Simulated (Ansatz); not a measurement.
**C2H5AlCl2: one species, many methods**

Aim: compute C2H5AlCl2 with functionals from several rungs and with coupled cluster. The yardstick is the atomisation energy at the CCSD(T) limit.

The runs use Ansatz 0.2.0, Gaussian basis; functionals in def2-TZVPP, the program's frozen cores in correlated methods.

Plan: PBE-D4, r2SCAN-D4, PBE0-D4, B3LYP-D4, ωB97X-V, ωB97M-V, B2PLYP; CCSD(T)/def2-TZVPP; MP2/def2-QZVPP; extrapolation to the limit.

## Step 1: The relaxed structure

An earlier PBE0-D4 in a triple-zeta def2 set relaxation fixed the geometry.

SMILES `[AlH2][CH2]C(Cl)Cl`, 10 atoms, charge 0, spin multiplicity 1.

Atoms are counted from 1 here; the program's logs count them from 0.

Bond lengths: Al1–C2 2.002 Å, Al1–H6 1.588 Å, Al1–H7 1.584 Å, C2–C3 1.488 Å, C2–H8 1.092 Å, C2–H9 1.093 Å, C3–Cl4 1.769 Å, C3–Cl5 1.858 Å, C3–H10 1.087 Å. Angles: C2–Al1–H6 117.1°, C2–Al1–H7 119.3°, H6–Al1–H7 122.2°, Al1–C2–C3 99.1°, Al1–C2–H8 119.2°, Al1–C2–H9 109.1°, C3–C2–H8 110.0°, C3–C2–H9 110.1°, H8–C2–H9 108.9°, C2–C3–Cl4 117.4°, C2–C3–Cl5 106.1°, C2–C3–H10 114.1°, Cl4–C3–Cl5 108.5°, Cl4–C3–H10 106.8°, Cl5–C3–H10 102.8°.

## Step 2: PBE-D4 (GGA)

in.yaml

```yaml
crystal:
  periodic: [false, false, false]
  atoms:
    - {symbol: Al, position_ang: [-0.055488, 0.741918, 1.386390]}
    - {symbol: C, position_ang: [0.364530, -0.777481, 0.152954]}
    - {symbol: C, position_ang: [0.005022, -0.137541, -1.141798]}
    - {symbol: Cl, position_ang: [-0.529322, -1.196951, -2.453982]}
    - {symbol: Cl, position_ang: [-1.360909, 1.062758, -0.762000]}
    - {symbol: H, position_ang: [0.926700, 1.989453, 1.359422]}
    - {symbol: H, position_ang: [-1.120255, 0.531456, 2.540575]}
    - {symbol: H, position_ang: [1.385719, -1.160635, 0.108919]}
    - {symbol: H, position_ang: [-0.315102, -1.606798, 0.363158]}
    - {symbol: H, position_ang: [0.782104, 0.502820, -1.550638]}
basis:
  gaussian: {orbitals: def2-TZVPP}
hamiltonian: {xc: pbe, dispersion: d4}
output: {forces: true, orbitals: {seedname: orbitals}}
```

The run is started by

```bash
> ansatz run in.yaml --threads 4 --pin off --events-out ev --progress --plain --max-ram 10444MiB
```

The runs that follow: r2SCAN-D4 (meta-GGA); PBE0-D4 (hybrid); B3LYP-D4 (hybrid); ωB97X-V (range-separated); ωB97M-V (range-separated); B2PLYP (double hybrid); CCSD(T) in def2-TZVPP; MP2 in def2-QZVPP.

**Question.** What will the summary of the whole plan be? Wanted: atomisation energy, CCSD(T)/CBS; farthest; mean size of error, hybrid; mean size of error, range-separated; gap, smallest and largest; T1 diagnostic; triples share of the correlation energy.

As calculated:

| quantity | value |
| --- | --- |
| atomisation energy, CCSD(T)/CBS | 33.547 eV |
| functionals within 0.168 eV (0.5 %) | ωB97X-V |
| farthest | PBE-D4 (+0.658 eV) |
| mean size of error, hybrid | 0.201 eV |
| mean size of error, range-separated | 0.143 eV |
| gap, smallest and largest | 4.55 eV (PBE-D4), 11.47 eV (ωB97X-V) |
| T1 diagnostic | 0.0103 |
| triples share of the correlation energy | 4.2 % |

In words: PBE-D4 misses by +0.658 eV. Double hybrids carry the basis error of their MP2 part in triple zeta, and no dispersion term here, so their miss is partly the set-up's. Misses under about 0.168 eV are within the doubt on the reference itself, which lacks core-valence correlation, relativity and higher excitations. Hartree-Fock recovers 73 % of the binding; the rest is correlation. Orbital gaps span 4.6 to 11.5 eV; exact exchange widens them.
